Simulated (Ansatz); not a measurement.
Geometry optimisation, Ansatz, DFT PBE-D3(BJ), scalar-relativistic, plane waves, PAW.

Input file:

```yaml
accuracy: low
crystal:
  lattice:
    - [5.7948, 0.0, 0.0]
    - [-2.8974, 5.018444, 0.0]
    - [0.0, 0.0, 15.24425]
  atoms:
    - { symbol: W, position: [0.0, 0.0, 0.0655985] }
    - { symbol: C, position: [0.3333333, 0.1666667, 0.158404] }
    - { symbol: W, position: [0.0, 0.0, 0.2512095] }
    - { symbol: C, position: [0.3333333, 0.1666667, 0.344015] }
    - { symbol: W, position: [0.0, 0.5, 0.0655985] }
    - { symbol: C, position: [0.3333333, 0.6666667, 0.158404] }
    - { symbol: W, position: [0.0, 0.5, 0.2512095] }
    - { symbol: C, position: [0.3333333, 0.6666667, 0.344015] }
    - { symbol: W, position: [0.5, 0.0, 0.0655985] }
    - { symbol: C, position: [0.8333333, 0.1666667, 0.158404] }
    - { symbol: W, position: [0.5, 0.0, 0.2512095] }
    - { symbol: C, position: [0.8333333, 0.1666667, 0.344015] }
    - { symbol: W, position: [0.5, 0.5, 0.0655985] }
    - { symbol: C, position: [0.8333333, 0.6666667, 0.158404] }
    - { symbol: W, position: [0.5, 0.5, 0.2512095] }
    - { symbol: C, position: [0.8333333, 0.6666667, 0.344015] }
    - { symbol: C, position: [0.6865365, 0.3414584, 0.3728783] }
basis:
  ecutwfc: 420.0
kpoints:
  mp_grid: { grid: [3, 3, 1] }
hamiltonian:
  xc: pbe
  dispersion: d3bj
scf:
  occupations: { method: fermi_dirac, width: 0.15 }
  lower_state_search: "off"
relax:
  f_tol: 0.08
  max_steps: 25
  adjacent_minimum: "off"
  constraints: [{ sites: [0, 4, 8, 12] }]
```

Command:

```bash
$ ansatz run input.yaml --threads 2 --pin off --max-ram 5120MiB --backend cpu --events-out ev --progress --plain --runs-dir out
```

Question: Where does it end, and by what steps?

Answer: It converged. The force dipped under the threshold on the way, but the program's further checks kept it going. Limits of this set-up: coarse k mesh, thin slab, slab without dipole correction, a typed lattice constant that wasn't relaxed here, low accuracy level. After 5 steps the energy has fallen by 2.855 eV; C8 moved furthest, 0.32 Å.

| step | energy less start (eV) | largest force component (eV/Å) | accepted |
| --- | --- | --- | --- |
| 0 | 0.0000 | 4.351 | yes |
| 1 | -2.2081 | 2.123 | yes |
| 2 | -2.7736 | 0.764 | yes |
| 3 | -2.8360 | 0.423 | yes |
| 4 | -2.8545 | 0.056 | yes |
| 5 | -2.8545 | 0.056 | yes |

```xyz
17
Lattice="5.7948 0.0000 0.0000 -2.8974 5.0184 0.0000 0.0000 0.0000 15.2442" Properties=species:S:1:pos:R:3
W 0.000 0.000 1.000
C 1.422 0.821 2.350
W 0.001 0.000 4.009
C 1.617 0.934 5.168
W -1.449 2.509 1.000
C 0.000 3.346 2.277
W -1.428 2.521 3.782
C 0.001 3.346 4.920
W 2.897 0.000 1.000
C 4.374 0.821 2.350
W 2.898 -0.023 3.782
C 4.181 0.933 5.169
W 1.449 2.509 1.000
C 2.898 3.377 2.349
W 1.430 2.521 3.782
C 2.899 3.154 5.169
C 2.900 1.674 5.481
```

Whether the end is a true minimum wasn't checked by a vibrational analysis.

Time of the run: 25 s on 2 threads of INTEL(R) XEON(R) PLATINUM 8581C CPU @ 2.10GHz (Emerald Rapids) (shared host), peak memory 0.86 GiB.
